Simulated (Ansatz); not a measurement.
# Be3F4: the cost of one run

Computed with Ansatz 0.2.0 (DFT PBE, scalar-relativistic, plane waves, PAW, unless a step's input says otherwise).

### 1 Starting point

Symmetry: P-43m, No. 215, cubic system. Conventional cell: a = 4.168 Å, b = 4.168 Å, c = 4.168 Å, α = 90.00°, β = 90.00°, γ = 90.00°. Around Be (site symmetry -42m) lie 4 F at 1.89 Å. F (site symmetry 3m) is surrounded by 3 Be at 1.89 Å.

Coordinates:

```cif
data_structure
_symmetry_space_group_name_H-M 'P 1'
_symmetry_Int_Tables_number 1
_cell_length_a 4.1682
_cell_length_b 4.1682
_cell_length_c 4.1682
_cell_angle_alpha 90.000
_cell_angle_beta 90.000
_cell_angle_gamma 90.000
_cell_volume 72.42
loop_
_atom_site_label
_atom_site_type_symbol
_atom_site_fract_x
_atom_site_fract_y
_atom_site_fract_z
_atom_site_occupancy
Be1 Be 0.00000 0.00000 0.50000 1
Be2 Be 0.50000 0.00000 0.00000 1
Be3 Be 0.00000 0.50000 0.00000 1
F1 F 0.72069 0.72069 0.72069 1
F2 F 0.27931 0.27931 0.72069 1
F3 F 0.27931 0.72069 0.27931 1
F4 F 0.72069 0.27931 0.27931 1
```

The cell is invented: species swapped into a database cell of Ge3As4 (P-43m, No. 215), with Be on the Ge sites and F on the As sites. Lengths come from tabulated atomic sizes and are only a guess.

### 2 A first look at the guess

input.yaml reads:

```yaml
crystal:
  lattice:
    - [4.16817982, 0.0, 0.0]
    - [0.0, 4.16817982, 0.0]
    - [0.0, 0.0, 4.16817982]
  atoms:
    - { symbol: Be, position: [0.0, 0.0, 0.5] }
    - { symbol: Be, position: [0.5, 0.0, 0.0] }
    - { symbol: Be, position: [0.0, 0.5, 0.0] }
    - { symbol: F, position: [0.72068733, 0.72068733, 0.72068733] }
    - { symbol: F, position: [0.27931267, 0.27931267, 0.72068733] }
    - { symbol: F, position: [0.27931267, 0.72068733, 0.27931267] }
    - { symbol: F, position: [0.72068733, 0.27931267, 0.27931267] }
basis:
  ecutwfc: 420
kpoints:
  mp_grid: { grid: [4, 4, 4] }
hamiltonian:
  xc: pbe
scf:
  occupations: { method: gaussian, width: 0.1 }
  lower_state_search: "off"
output:
  forces: true
  stress: true
  eigenvalues: true
```

Command:

```bash
ansatz run input.yaml --threads 1 --pin off --max-ram 2048MiB --backend cpu --events-out ev --progress --plain --runs-dir out
```

Q: Estimate wall time and peak memory on 1 thread of Arm Neoverse V2, shared host.

About 1.4 s, with a peak of 0.29 GiB.
